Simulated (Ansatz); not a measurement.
# GeH2Cl (SMILES [Cl][GeH2]) at UBHLYP/def2-TZVPP

Aim: the energy change on altering one bond length of GeH2Cl at UBHLYP/def2-TZVPP, from 2 runs. 

Program for the calculation: Ansatz 0.2.0.

39 further runs of the same task are left out: 39 set aside as unsound or not needed.

### 1 Starting point

GeH2Cl has 4 atoms, charge 0, and is taken as a doublet. SMILES: `[Cl][GeH2]`. Geometry: relaxed at PBE0-D4/def2-TZVP.

Bond lengths: Cl1–Ge2 2.156 Å, Ge2–H3 1.546 Å, Ge2–H4 1.546 Å. Angles: Cl1–Ge2–H3 106.8°, Cl1–Ge2–H4 106.8°, H3–Ge2–H4 112.3°.

### 2 A single-point energy at UBHLYP/def2-TZVPP

run.yaml reads:

```yaml
crystal:
  periodic: [false, false, false]
  atoms:
    - {symbol: Cl, position_ang: [-1.562900, 0.305200, 0.993500]}
    - {symbol: Ge, position_ang: [0.106700, -0.451100, -0.141600]}
    - {symbol: H, position_ang: [0.072700, 0.259600, -1.514200]}
    - {symbol: H, position_ang: [1.383400, -0.113700, 0.662300]}
basis:
  gaussian: {orbitals: def2-TZVPP}
accuracy: high
hamiltonian: {xc: {name: BHLYP}}
magnetization: {spin_polarized: true, initial_magnetization: 1}
output: {orbitals: {seedname: orbitals}}
```

On the command line:

```bash
$ ansatz run run.yaml --threads 1 --pin off --max-ram 3480MiB --events-out events.jsonl --progress --plain --runs-dir runs
```

Output:

```text
Warning: RAYON_NUM_THREADS=1 ignored (pool sized by the plan → 1); use --threads N
Functional definition: BHLYP
  name "BHLYP"
  parameter a = 0.5
  exchange = (1 - a)*b88_x + a*exact_x
  correlation = lyp_c
1798 factors; integrals over basis functions are off by at most 4.5e-9 eV
mean field evaluation 1: about -69072.6031 eV, gradient 1.1e1 eV
mean field evaluation 2: about -69072.7984 eV, gradient 1.0e1 eV
mean field evaluation 4: about -69073.1104 eV, gradient 1.0e0 eV
mean field evaluation 8: about -69073.1830 eV, gradient 4.0e-2 eV
mean field evaluation 16: about -69073.1830 eV, gradient 2.1e-4 eV
mean field -69073.18303142 eV, -2538.3926569197 hartree, gradient 7.5e-8 eV, S^2 0.752879; 0 other end points of the search recorded, 0 dependent functions left out
reference -69073.18305352 eV, -2538.3926577320 hartree; 26, 25 occupied and 92, 93 virtual orbitals, 1798 factors
Total energy: -69073.18305352 eV, -2538.3926577320 hartree
```

Wall time 13 s (1 thread of Arm Neoverse V2, shared host); peak memory 0.46 GiB.

### 3 The distorted shape at the same level

in.yaml reads:

```yaml
crystal:
  periodic: [false, false, false]
  atoms:
    - {symbol: Cl, position_ang: [-2.898609, 0.910253, 1.901600]}
    - {symbol: Ge, position_ang: [0.106700, -0.451100, -0.141600]}
    - {symbol: H, position_ang: [0.072700, 0.259600, -1.514200]}
    - {symbol: H, position_ang: [1.383400, -0.113700, 0.662300]}
basis:
  gaussian:
    orbitals: def2-TZVPP
accuracy: high
magnetization:
  spin_polarized: true
  initial_magnetization: 1
hamiltonian:
  xc: {name: BHLYP}
output:
  orbitals: {seedname: orbitals}
```

On the command line:

```bash
$ ansatz run in.yaml --threads 1 --pin off --max-ram 3480MiB --events-out events.jsonl --progress --plain --runs-dir runs
```

Output:

```text
Warning: RAYON_NUM_THREADS=1 ignored (pool sized by the plan → 1); use --threads N
Functional definition: BHLYP
  name "BHLYP"
  parameter a = 0.5
  exchange = (1 - a)*b88_x + a*exact_x
  correlation = lyp_c
1664 factors; integrals over basis functions are off by at most 1.2e-8 eV
mean field evaluation 1: about -69066.3224 eV, gradient 1.9e1 eV
mean field evaluation 2: about -69017.5204 eV, gradient 6.1e1 eV
mean field evaluation 4: about -69069.4281 eV, gradient 4.4e0 eV
mean field evaluation 8: about -69069.9970 eV, gradient 2.3e0 eV
mean field evaluation 16: about -69070.0702 eV, gradient 1.3e-1 eV
mean field evaluation 32: about -69070.0785 eV, gradient 8.6e-3 eV
mean field evaluation 64: about -69070.0785 eV, gradient 1.8e-7 eV
mean field -69070.07849197 eV, -2538.2785671994 hartree, gradient 7.8e-8 eV, S^2 0.930889; 6 other end points of the search recorded, 0 dependent functions left out
reference -69070.07851789 eV, -2538.2785681519 hartree; 26, 25 occupied and 92, 93 virtual orbitals, 1664 factors
Total energy: -69070.07851789 eV, -2538.2785681519 hartree
```

It took 32 s on 1 thread of Arm Neoverse V2, shared host; peak memory 0.46 GiB.

### 4 What came out

At UBHLYP/def2-TZVPP:

```
                                                           quantity           value
                                          first shape: total energy  -2538.39266 Eh
                    first shape: HOMO energy (highest over α and β)        -7.63 eV
                     first shape: LUMO energy (lowest over α and β)        -2.48 eV
                                                  first shape: ⟨S²⟩           0.753
                                      distorted shape: total energy  -2538.27857 Eh
                distorted shape: HOMO energy (highest over α and β)        -7.69 eV
                 distorted shape: LUMO energy (lowest over α and β)        -4.43 eV
                                              distorted shape: ⟨S²⟩           0.931
energy change with the Cl1–Ge2 bond stretched from 2.156 to 3.881 Å        3.105 eV
```

**Reading.** With the Cl1–Ge2 bond stretched from 2.156 to 3.881 Å the energy rises by 3.10 eV (72 kcal/mol). The first shape isn't relaxed at this level, so the change isn't measured from a minimum. ⟨S²⟩ (distorted shape) is 0.93 where a pure doublet has 0.75: the reference is spin-contaminated.
